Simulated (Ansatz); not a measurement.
# CHGeN (quintet): from Hartree-Fock to the top rungs, cc-pVDZ

An exercise on one series of results from a longer session: the logs are not shown, and one member is left open.

Computed with Ansatz 0.2.0, Gaussian basis. Level: cc-pVDZ, core rule «outside noble gas», up to 16 orbitals frozen.

Plan: UHF; CCSD(T) on ROHF; CCSD(T) on UHF; BCCD(T) on ROHF; CISD; CCSDT(Q) on ROHF; CCSDT(Q) on UHF.

22 further runs of the same task are left out: 10 that didn't finish, 12 set aside as unsound or not needed.

## The geometry

The geometry is a PBE0/def2-TZVP stationary point (not a proven minimum) of the parent state, kept for this charge and spin. No spin-orbit coupling is included. The filled d shell of Ge may be among the frozen orbitals whatever the setting's name suggests; the logs give the count.

4 atoms, charge 0, spin multiplicity 5.

Atoms are counted from 1 here; the program's logs count them from 0.

Bond lengths: C1–Ge2 1.761 Å, C1–H4 1.081 Å, Ge2–N3 1.714 Å. Angles: Ge2–C1–H4 142.6°, C1–Ge2–N3 153.3°.

The first run:

File in.yaml:

```yaml
crystal:
  periodic: [false, false, false]
  atoms:
    - {symbol: C, position_ang: [0.000000, -0.329717, 1.708835]}
    - {symbol: Ge, position_ang: [0.000000, 0.104328, 0.002227]}
    - {symbol: N, position_ang: [0.000000, -0.265212, -1.671357]}
    - {symbol: H, position_ang: [0.000000, 0.095735, 2.702665]}
basis:
  gaussian: {orbitals: cc-pVDZ}
magnetization: {spin_polarized: true, initial_magnetization: 4}
hamiltonian: {xc: hf}
output: {orbitals: {seedname: orbitals}}
```

Command:

```
$ ansatz run in.yaml --threads 1 --pin off --events-out ev --progress --plain --max-ram 2393MiB
```

Among the steps run: UHF; CCSD(T) on ROHF; CCSD(T) on UHF; BCCD(T) on ROHF; CISD; CCSDT(Q) on ROHF; CCSDT(Q) on UHF.

One table of the session follows, with a row left open; its other results are not shown here.

| method | from RCCSDT(Q) (kJ/mol) |
| --- | --- |
| UHF | ? |
| RMP2 | +131.6 |
| UMP2 | +185.8 |
| RCCSD | +51.9 |
| UCCSD | +44.5 |
| RCCSD(T) | +11.6 |
| UCCSD(T) | +12.9 |
| BCCD(T) | +12.4 |
| RCCSDT | +5.5 |
| UCCSDT | +4.0 |
| RCCSDT(Q) | 0 |
| UCCSDT(Q) | -0.5 |

Q: Estimate the row for UHF from the others.

As computed: from RCCSDT(Q) (kJ/mol): +846.2. In the column «from RCCSDT(Q) (kJ/mol)» it is the highest.

Not comparable, so not listed: CISD (they don't share determinant, frozen orbitals or solution with the rows shown, or repeat one).

Caveats from the session: The report flags that the cluster equations may have other roots. Left out of the table: ROHF (another determinant or state than the rows shown). The program flags RCCSD(T), BCCD(T), RCCSDT(Q) as in doubt, so the zero of the table is itself unsure. Warnings: spin contamination; coupled cluster took another determinant than the lowest; large T1 diagnostic. Restricted and unrestricted rows rest on different reference determinants; where their highest levels disagree by more than a few hundredths of an eV, they describe different states and don't form one ladder.
